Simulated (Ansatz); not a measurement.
# Sn3Se in Ansatz: the effect of functional

The system is Sn3Se.

```
Sn Se
1.0
     0.00000    3.78226    3.78226
     3.78226    0.00000    3.78226
     3.78226    3.78226    0.00000
Sn Se
3 1
Direct
  0.50000 0.50000 0.50000
  0.75000 0.75000 0.75000
  0.25000 0.25000 0.25000
  0.00000 0.00000 0.00000
```

The cell comes from a database or a generator and needn't be the stable form of this composition.

The cell isn't the ideal one: volume scaled by 1.04.

Alike in all runs:

| Quantity | Value |
| --- | --- |
| Program | Ansatz 0.2.0 |
| Task | single point |
| Potentials or basis | Ansatz PAW |
| k mesh | 6 × 6 × 6 |
| Occupations | fermi-dirac, width 0.05 eV |
| Spin | no spin polarisation |

| functional | cutoff | pressure (GPa) |
| --- | --- | --- |
| r2SCAN | 500 eV (not typed: the program's choice for these potentials) | ? |
| PBE | 420 eV (not typed: the program's choice for these potentials) | -1.9 |
| LDA | 420 eV (not typed: the program's choice for these potentials) | -5.9 |

Q: What does the run with functional r2SCAN give?

A: Pressure -3.0 GPa.

Caveats: the PAW data sets come from PBE, with cores solved anew for the run's functional, which leaves a small shift of forces and pressure (some runs).
